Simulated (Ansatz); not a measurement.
# ClH5O2Si2: one species, many methods

The task here is to estimate one member of a computed series from the others.

Computed with Ansatz 0.2.0, Gaussian basis. Level: functionals in def2-TZVPP, the program's frozen cores in correlated methods.

Plan: LDA (SPW92), PBE-D4, revPBE-D4, BLYP-D4, r2SCAN-D4, B97M-V, PBE0-D4, B3LYP-D4, r2SCANh-D4, r2SCAN0-D4, HSE06-D4, BHLYP-D4, CAM-B3LYP-D4, LC-ωPBE, ωB97X-V, ωB97M-V, B2PLYP, PBE-QIDH; CCSD(T)/def2-SVP; CCSD(T)/def2-TZVPP; MP2/def2-QZVPP; extrapolation to the limit; RPA on PBE.

### Structure used throughout

The geometry comes from an earlier relaxation with PBE0-D4 in a triple-zeta def2 set; it is a stationary point, not always the lowest conformer.

SMILES `O[Si](O)([SiH3])Cl`, 10 atoms, charge 0, spin multiplicity 1.

Atoms are counted from 1 here; the program's logs count them from 0.

Bond lengths: O1–Si2 1.638 Å, O1–H6 0.959 Å, Si2–O3 1.627 Å, Si2–Si4 2.331 Å, Si2–Cl5 2.073 Å, O3–H7 0.960 Å, Si4–H8 1.487 Å, Si4–H9 1.486 Å, Si4–H10 1.485 Å. Angles: Si2–O1–H6 117.6°, O1–Si2–O3 108.5°, O1–Si2–Si4 114.8°, O1–Si2–Cl5 106.6°, O3–Si2–Si4 107.6°, O3–Si2–Cl5 111.1°, Si4–Si2–Cl5 108.4°, Si2–O3–H7 118.4°, Si2–Si4–H8 108.5°, Si2–Si4–H9 110.4°, Si2–Si4–H10 109.9°, H8–Si4–H9 109.1°, H8–Si4–H10 109.2°, H9–Si4–H10 109.7°.

Set-up of the first run:

File in.yaml:

```yaml
crystal:
  periodic: [false, false, false]
  atoms:
    - {symbol: O, position_ang: [-0.307947, 1.682529, -0.924267]}
    - {symbol: Si, position_ang: [0.278949, 0.191615, -0.583814]}
    - {symbol: O, position_ang: [1.893836, 0.298398, -0.417631]}
    - {symbol: Si, position_ang: [-0.569033, -0.770330, 1.363200]}
    - {symbol: Cl, position_ang: [-0.227122, -1.023159, -2.186058]}
    - {symbol: H, position_ang: [-1.090866, 1.736113, -1.475027]}
    - {symbol: H, position_ang: [2.392123, 0.762478, -1.094503]}
    - {symbol: H, position_ang: [-2.047279, -0.869020, 1.234214]}
    - {symbol: H, position_ang: [-0.237872, 0.071354, 2.542471]}
    - {symbol: H, position_ang: [-0.001789, -2.130978, 1.544415]}
basis:
  gaussian: {orbitals: def2-TZVPP}
hamiltonian: {xc: lda}
output: {orbitals: {seedname: orbitals}}
```

The run is started by

```console
$ ansatz run in.yaml --threads 4 --pin off --events-out ev --progress --plain --max-ram 10444MiB
```

Steps of the session up to this table: LDA; PBE-D4 (GGA); revPBE-D4 (GGA); BLYP-D4 (GGA); r2SCAN-D4 (meta-GGA); B97M-V (meta-GGA); B3LYP-D4 (hybrid); r2SCANh-D4 (hybrid); r2SCAN0-D4 (hybrid); HSE06-D4 (hybrid); BHLYP-D4 (hybrid); CAM-B3LYP-D4 (range-separated); LC-ωPBE (range-separated); ωB97X-V (range-separated); ωB97M-V (range-separated); B2PLYP (double hybrid); PBE-QIDH (double hybrid).

One of the session's tables, all rows but one given; the rest of the session is left out.

It belongs to the step «Frontier levels by functional». 

```
  functional  HOMO (eV)  gap (eV)
 LDA (SPW92)      -7.17      6.18
      PBE-D4      -7.05      6.26
   revPBE-D4      -7.00      6.30
     BLYP-D4      -6.93      6.29
   r2SCAN-D4          ?         ?
      B97M-V      -7.45      6.75
     PBE0-D4      -8.29      8.37
    B3LYP-D4      -8.09      7.97
  r2SCANh-D4      -7.80      7.62
  r2SCAN0-D4      -8.48      8.74
    HSE06-D4      -7.90      7.59
    BHLYP-D4      -9.44     10.43
CAM-B3LYP-D4      -9.61     10.73
     LC-ωPBE     -10.91     13.18
     ωB97X-V     -10.59     12.72
     ωB97M-V     -10.36     12.18
```

Estimate the missing values for r2SCAN-D4.

Worked estimate for «HOMO (eV)». Against the share of exact exchange, r2SCANh-D4 (0.1, -7.80), r2SCAN0-D4 (0.25, -8.48) give a slope of -4.53 per unit share; at 0 the line stands at -7.35.

**Answer.** HOMO (eV): -7.35; gap (eV): 6.87. In «HOMO (eV)» the line misses by 0.00.
